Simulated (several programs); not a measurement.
MoTe2 built on the 2H-MoS2 prototype, relaxed with r2SCAN+rVV10 in Ansatz, was computed with several methods. The symmetry is P6_3/mmc (No. 194, hexagonal); conventional cell a = 3.542 Å, c = 14.177 Å, 25.67 Å³ an atom. Around Mo lie 6 Te at 2.72 Å; around Te lie 3 Mo at 2.72 Å. No spin polarisation and no zero-point or thermal motion.

```cif
data_structure
_symmetry_space_group_name_H-M 'P6_3/mmc'
_symmetry_Int_Tables_number 194
_cell_length_a 3.5421
_cell_length_b 3.5421
_cell_length_c 14.1767
_cell_angle_alpha 90.000
_cell_angle_beta 90.000
_cell_angle_gamma 120.000
_cell_volume 154.04
loop_
_atom_site_label
_atom_site_type_symbol
_atom_site_symmetry_multiplicity
_atom_site_Wyckoff_symbol
_atom_site_fract_x
_atom_site_fract_y
_atom_site_fract_z
_atom_site_occupancy
Mo1 Mo 2 c 0.33333 0.66667 0.25000 1
Te1 Te 4 f 0.66667 0.33333 0.37658 1
```

Gaps and times are for a single point on this cell; volume and bulk modulus come from each method's own relaxation or energy curve at fixed shape, which is too stiff where a cell has free coordinates or axes. Times are rough, from shared hosts (AMD EPYC 7R13 Processor; Arm Neoverse V2; Intel Xeon Platinum 8259CL CPU @ 2.50GHz), and each method has its own mesh and cell size. A double dagger marks a value from a curve with shape and coordinates held. PM6 (MOPAC), PM7 (MOPAC), GFN1-xTB (tblite), GFN2-xTB (tblite) treat a cluster of cells at its zone centre, which samples few k points: where these miss a band edge, the gap comes out too large for that reason alone. Gaps from k meshes are read at a limited set of points (mesh, symmetry points, PBE's band edges), so each method's own least gap may be somewhat smaller. xTB and the PM methods were fitted mostly to molecules, and can miss a solid's gap by electronvolts. Minimal bases can be far off for gaps. Times of the plane-wave ladder aren't listed, since it ran on unlike processors and cards. Curves at held shape can't give the bulk modulus of a layered or molecular crystal, so none is listed. GLLB-SC's gap includes the derivative discontinuity. d marks a direct gap, i an indirect one (no mark: not told apart), a dash a value that wasn't computed or didn't pass its checks.

```csv
method,kind,gap (eV),own volume (Å³/atom),bulk modulus (GPa),atoms computed,processor time
PBE-D3(BJ),semilocal,–,24.16,–,6,–
r2SCAN+rVV10,semilocal,–,25.67,–,6,–
PBE-D4,semilocal,–,24.31,–,6,–
light PBE (260 eV and a coarse mesh),light plane-wave,0.78 i,–,–,6,2.3 s
GFN1-xTB (tblite),tight binding,0.77,24.81‡,–,cluster,2.8 s
GFN2-xTB (tblite),tight binding,0.61,24.71‡,–,cluster,4.1 s
PM7 (MOPAC),semi-empirical,3.29,–,–,cluster,4.9 s
PM6 (MOPAC),semi-empirical,2.78,–,–,cluster,11 s
PBE,semilocal,0.77 i,–,–,6,–
PBE/SZV (CP2K),small basis,0.51 i,–,–,6,17 s
PBE+SOC,semilocal,0.76 i,–,–,6,–
LDA,semilocal,0.74 i,–,–,6,–
r2SCAN,semilocal,0.88 i,–,–,6,–
PBE/DZVP (CP2K),small basis,0.76 i,26.72‡,–,6,57 s
HSE06,hybrid,1.19 i,–,–,6,–
PBE0,hybrid,1.83 i,–,–,6,–
GLLB-SC (GPAW),model potential,1.24,–,–,6,2.2 min
Hartree-Fock,exact exchange,5.07 d,–,–,6,–
DDH-PBE0,hybrid,1.02 i,–,–,6,–
```

**Question.** How far from the measured values lie the methods that can be set against them?

**Answer.**
- Band gap, measured 0.88 eV: light PBE (260 eV and a coarse mesh) -0.10 eV, GFN1-xTB (tblite) -0.11 eV, GFN2-xTB (tblite) -0.27 eV, PM7 (MOPAC) +2.41 eV, PM6 (MOPAC) +1.90 eV, PBE -0.11 eV, PBE/SZV (CP2K) -0.37 eV, PBE+SOC -0.12 eV, LDA -0.14 eV, r2SCAN 0.00 eV, PBE/DZVP (CP2K) -0.12 eV, HSE06 +0.31 eV, PBE0 +0.95 eV, GLLB-SC (GPAW) +0.36 eV, Hartree-Fock +4.19 eV, DDH-PBE0 +0.14 eV.
- Volume, measured 24.99 Å³ an atom: PBE-D3(BJ) -3.3 %, r2SCAN+rVV10 +2.7 %, PBE-D4 -2.7 %.
The calculations are for a static lattice; samples hold vibrations, temperature and, in optical gaps, excitons. A measured value is shown where most reports agree with it, and only for the quantities listed. Sources: 0.88 eV (indirect optical gap from extrapolated square root of absorption; phonon energy not resolved; 300 K; “Surface transport and band gap structure of exfoliated 2H-MoTe2 crystals”; Extrapolated absorption onset; value is gap plus or minus an unresolved phonon energy, which is included only in the error bar; 2014; arxiv:1407.1219); 24.99 Å³ an atom (from the lattice constants; a; “MBE growth of 2H-MoTe2 and 1T'-MoTe2 on 3D substrates”; literature value quoted for comparison; 2017; arxiv:1705.00651).

Only the rows marked +SOC include spin-orbit coupling.
